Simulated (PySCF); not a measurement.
# A diatomic session: InGe

The task here is to estimate one member of a computed series from the others.

Computed with PySCF 2.14.0. Level: In cc-pVDZ-PP with ECP28, Ge cc-pVDZ-PP with ECP10, scalar-relativistic core potentials.

The first run:

The job is set up so:

```
atoms                         : In, Ge
charge                        : 0
basis                         : In cc-pVDZ-PP with ECP28, Ge cc-pVDZ-PP with ECP10
Hamiltonian                   : scalar-relativistic core potentials
basis functions               : 46
electrons treated             : 43
masses in u                   : 114.9039, 73.9212
levels                        : PBE0, PBE, r²SCAN, revPBE, B2PLYP, PW91, HSE06, HF, MP2, SCS-MP2, CCSD, CCSD(T)
grid                          : 80 radial by 434 angular points
occupations                   : held fixed by the projection of orbital angular momentum
dissociation limit            : In + Ge, each in its ground configuration
starting distance in angstrom : 2.550
values of 2S to try           : 1, 3
```

Among the steps run: Input; First curve: PBE0; Higher solutions at PBE0; PBE (GGA); r²SCAN (meta-GGA); revPBE; B2PLYP (double hybrid); PW91 (GGA); HSE06; UHF (mean field); MP2 and coupled cluster.

One of the session's tables, all rows but one given; the rest of the session is left out.

| level | Re (Å) | ωe (cm⁻¹) | De (eV) |
| --- | --- | --- | --- |
| UHF | 2.747 | 166.5 | 1.35 |
| UHF-MP2 | 2.674 | 186.7 | 1.98 |
| UHF-SCS-MP2 | 2.683 | 183.2 | 1.77 |
| UHF-CCSD | 2.701 | 180.0 | 1.85 |
| UHF-CCSD(T) | 2.696 | 181.3 | 1.94 |
| PBE | 2.699 | 171.4 | 2.34 |
| revPBE | 2.722 | 166.1 | 2.17 |
| PW91 | 2.695 | 172.1 | 2.36 |
| r²SCAN | ? | ? | ? |
| PBE0 | 2.671 | 180.4 | 2.20 |
| HSE06 | 2.673 | 179.8 | 2.23 |
| B2PLYP | 2.685 | 179.0 | 2.00 |

Estimate the missing values for r²SCAN.

**Answer.** Re (Å): 2.660; ωe (cm⁻¹): 180.2; De (eV): 2.34. In the column «Re (Å)» it is the lowest.
